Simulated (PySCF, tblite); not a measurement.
**C7H11N+ (doublet): geometry, infrared bands and EPR parameters**

Aim: predict the infrared bands and EPR parameters of C7H11N+ (doublet) (`[CH2+][C](C)[C@@H]1CC=NC1`).

Computed with tblite 0.8.0 and PySCF 2.14.0, with density-fitted response routines of our own, on a single molecule in the gas phase. Atoms count from 0, in the outputs and in this text.

## 1. Starting geometry

19 atoms, charge 1, multiplicity 2; geometry from: force field or distance geometry start.

Bonds of the start (Å): C0–C1 1.47, C1–C2 1.52, C1–C3 1.49, C3–C4 1.52, C4–C5 1.50, C5–N6 1.26, N6–C7 1.43, C7–C3 1.50, C0–H8 1.07, C0–H9 1.08, C2–H10 1.10, C2–H11 1.12, C2–H12 1.11, C3–H13 1.13, C4–H14 1.11, C4–H15 1.08, C5–H16 1.09, C7–H17 1.11, C7–H18 1.11.

## 2. Geometry optimisation with GFN2-xTB

The job: settings as JSON, then the geometry in Å.

```
{"job": {"kind": "relax", "xc": "GFN2-xTB", "basis": "xTB"}, "charge": 1, "multiplicity": 2}
C      1.231100     1.529100    -0.146900
C      1.100200     0.273800     0.608400
C      2.110600    -0.778900     0.176100
C     -0.282100    -0.289100     0.556200
C     -0.741700    -0.615600    -0.854600
C     -2.235000    -0.493900    -0.715000
N     -2.531200     0.202600     0.291700
C     -1.366100     0.655900     0.981100
H      0.670600     2.424500     0.043100
H      1.931900     1.551200    -0.965800
H      2.959000    -0.807800     0.877100
H      1.571600    -1.756100     0.144000
H      2.443600    -0.539300    -0.854000
H     -0.366600    -1.264300     1.125500
H     -0.411700     0.166600    -1.567100
H     -0.509400    -1.629000    -1.150900
H     -2.986100    -0.935200    -1.374000
H     -1.117300     1.707900     0.731300
H     -1.481300     0.606900     2.086400
```

On the command line:

```console
> OMP_NUM_THREADS=1 python probes_run.py task.json out
```

One launch serves the whole session: the jobs run in the order shown.

**Question.** This job is followed by: GFN2-xTB harmonic vibrations, gas phase; UKS B3LYP, pcH-1 on C H N, non-relativistic, mean-field spin-orbit, GIAO. What will the session give for the following? strongest single infrared mode (GFN2-xTB); zero-point energy (GFN2-xTB); g(iso) (B3LYP); ⟨S²⟩; largest a(iso) (averaged by class).

The runs gave:

| quantity | value |
| --- | --- |
| strongest single infrared mode (GFN2-xTB) | 1555 cm⁻¹, 184 km/mol |
| zero-point energy (GFN2-xTB) | 100.3 kcal/mol |
| g(iso) (B3LYP) | 2.00294 |
| ⟨S²⟩ | 0.762 (exact 0.75) |
| largest a(iso) (averaged by class) | 14N on N6, 61.2 MHz |

Relaxing lowered the energy by 1.829 eV in 144 steps; the close pair that moved most is C0–C1, from 1.471 to 1.356 Å. No mode is imaginary among the 51: a minimum at this level. The strongest single mode, at 1555 cm⁻¹, moves mainly C1 and C0. GFN2-xTB is a fitted tight-binding method: band positions and strengths are rough. Its intensities can rank the bands wrongly. The largest spin populations lie on C0 (0.44 e), N6 (0.39 e). The isotropic g lies 0.6 ppt above the free-electron value. These values are for one conformer; the search (at its own cheap level) found 1 more, at 0.34 kcal/mol, and measured spectra average over such forms.
